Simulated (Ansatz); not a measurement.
# Ti (Titanium): the cost of one run

Program: the Python package of Ansatz 0.2.0. Level of theory: DFT r2SCAN, plane waves, PAW. These are calculated values, not measurements.

## (1) The system

Ti P6_3/mmc: The structure is hexagonal, space group P6_3/mmc (No. 194). Conventional cell: a = 2.950 Å, b = 2.950 Å, c = 4.680 Å, α = 90.00°, β = 90.00°, γ = 120.00°. Ti (site symmetry -6m2) has 12 Ti at 2.89 to 2.95 Å as nearest neighbours.

Fe P6_3/mmc: It takes space group P6_3/mmc (No. 194, hexagonal). The conventional cell has a = 2.347 Å, b = 2.347 Å, c = 3.797 Å, α = 90.00°, β = 90.00°, γ = 120.00°. Around Fe (site symmetry -6m2) lie 12 Fe at 2.33 to 2.35 Å.

Co P6_3/mmc: The structure is hexagonal, space group P6_3/mmc (No. 194). Conventional cell: a = 2.507 Å, b = 2.507 Å, c = 4.070 Å, α = 90.00°, β = 90.00°, γ = 120.00°. Co (site symmetry -6m2) has 12 Co at 2.50 to 2.51 Å as nearest neighbours.

Cu P6_3/mmc: The structure is hexagonal, space group P6_3/mmc (No. 194). The conventional cell has a = 2.534 Å, b = 2.534 Å, c = 4.113 Å, α = 90.00°, β = 90.00°, γ = 120.00°. Cu (site symmetry -6m2) is surrounded by 12 Cu at 2.52 to 2.53 Å.

Zn P6_3/mmc: The structure is hexagonal, space group P6_3/mmc (No. 194). Conventional cell: a = 2.670 Å, b = 2.670 Å, c = 4.966 Å, α = 90.00°, β = 90.00°, γ = 120.00°. Zn (site symmetry -6m2) is surrounded by 12 Zn at 2.67 to 2.92 Å.

Input file ti_ti.vasp:

```text
Ti
1.0
   2.95000000    0.00000000    0.00000000
  -1.47500000    2.55477494    0.00000000
   0.00000000    0.00000000    4.68000000
Ti
2
Direct
   0.33333333    0.66666667    0.25000000
   0.66666667    0.33333333    0.75000000
```

ti_fe.extxyz, read by the script:

```xyz
2
Lattice="2.347 0.0 0.0 -1.1735 2.03256162 0.0 0.0 0.0 3.797" Properties=species:S:1:pos:R:3:initial_magmoms:R:1 pbc="T T T"
Fe   -0.00000000    1.35504108    0.94925000  3.50
Fe    1.17350000    0.67752054    2.84775000  3.50
```

The script reads ti_co.vasp:

```text
Co
1.0
   2.50740000    0.00000000    0.00000000
  -1.25370000    2.17147210    0.00000000
   0.00000000    0.00000000    4.06990000
Co
2
Direct
   0.33333333    0.66666667    0.25000000
   0.66666667    0.33333333    0.75000000
```

ti_cu.vasp, read by the script:

```text
Cu
1.0
   2.53409667    0.00000000    0.00000000
  -1.26704833    2.19459209    0.00000000
   0.00000000    0.00000000    4.11257100
Cu
2
Direct
   0.33333333    0.66666667    0.25000000
   0.66666667    0.33333333    0.75000000
```

ti_zn.xyz, read by the script:

```xyz
2
Lattice="2.67 0.0 0.0 -1.335 2.31228783 0.0 0.0 0.0 4.966" Properties=species:S:1:pos:R:3 pbc="T T T"
Zn   -0.00000000    1.54152522    1.24150000
Zn    1.33500000    0.77076261    3.72450000
```

## (2) The script

trend_ti.py reads:

```python
"""Trends along isostructural compounds in space group P6_3/mmc, after relaxing atoms and volume at fixed cell shape."""

import warnings

import ansatz
from ase.io import read
import matplotlib.pyplot as plt
import numpy as np

POLARISED = {"Fe", "Co"}


def compute(name, crystal):
    calc = crystal.calculation()
    calc = calc.functional("r2scan")
    calc = calc.basis(500)
    calc = calc.kpoints(spacing=0.15).occupations("cold", width=0.1)
    calc = calc.stress()
    calc = calc.band_table()
    if name in POLARISED:
        calc = calc.spin("collinear")
    calc = calc.relax(force_tolerance=0.02, max_steps=40, fix_cell=["shape"])
    return calc.run(threads=1, pin="off")


def volume_per_atom(outcome):
    return abs(np.linalg.det(outcome.lattice.cell_ang)) / len(outcome.lattice.sites)


def main() -> None:
    warnings.simplefilter("ignore", ansatz.DeckWarning)

    phases = {}
    atoms = read("ti_ti.vasp", format="vasp")
    ti = ansatz.Crystal.from_ase(atoms)
    phases["Ti"] = ti
    fe = ansatz.Crystal.from_extxyz("ti_fe.extxyz")
    phases["Fe"] = fe
    atoms = read("ti_co.vasp", format="vasp")
    co = ansatz.Crystal.from_ase(atoms).moments(Co=2.5)
    phases["Co"] = co
    atoms = read("ti_cu.vasp", format="vasp")
    cu = ansatz.Crystal.from_ase(atoms)
    phases["Cu"] = cu
    zn = ansatz.Crystal.from_extxyz("ti_zn.xyz")
    phases["Zn"] = zn

    done = {}
    for name, crystal in phases.items():
        try:
            done[name] = compute(name, crystal)
        except ansatz.NonConvergedError as error:
            print(name, "did not converge:", str(error)[:120])

    rows = [(name, volume_per_atom(o), abs(o.report["magnetization_mub"])) for name, o in done.items()]
    print("| compound | V (A^3/atom) | M (muB/cell) |")
    print("| --- | --- | --- |")
    for row in rows:
        print(f"| {row[0]} | {row[1]:.3f} | {row[2]:.2f} |")
    plt.figure(figsize=(4.5, 3))
    plt.bar([row[0] for row in rows], [row[1] for row in rows])
    plt.ylabel("V (A^3/atom)")
    plt.tight_layout()
    plt.savefig("trend.png", dpi=100)


if __name__ == "__main__":
    main()
```

## (3) What the engine is handed

The package turns the script's settings into the engine's input (first run):

```yaml
crystal:
  lattice:
    - [2.95, 0.0, 0.0]
    - [-1.475, 2.55477494, 0.0]
    - [0.0, 0.0, 4.68]
  atoms:
    - { symbol: Ti, position: [0.33333333, 0.66666667, 0.25] }
    - { symbol: Ti, position: [0.66666667, 0.33333333, 0.75] }
basis:
  ecutwfc: 500.0
kpoints:
  mp_grid:
    kspacing: 0.15
hamiltonian:
  xc: r2scan
scf:
  occupations:
    method: cold
    width: 0.1
relax:
  f_tol: 0.02
  max_steps: 40
  cell:
    fix: [shape]
output:
  stress: true
  eigenvalues: true
```

## (4) The run

Started as:

```sh
$ python trend_ti.py
```

Q: Estimate wall time and peak memory on 1 thread of Arm Neoverse V1, shared host.

About 17 min, with a peak of 0.8 GiB.
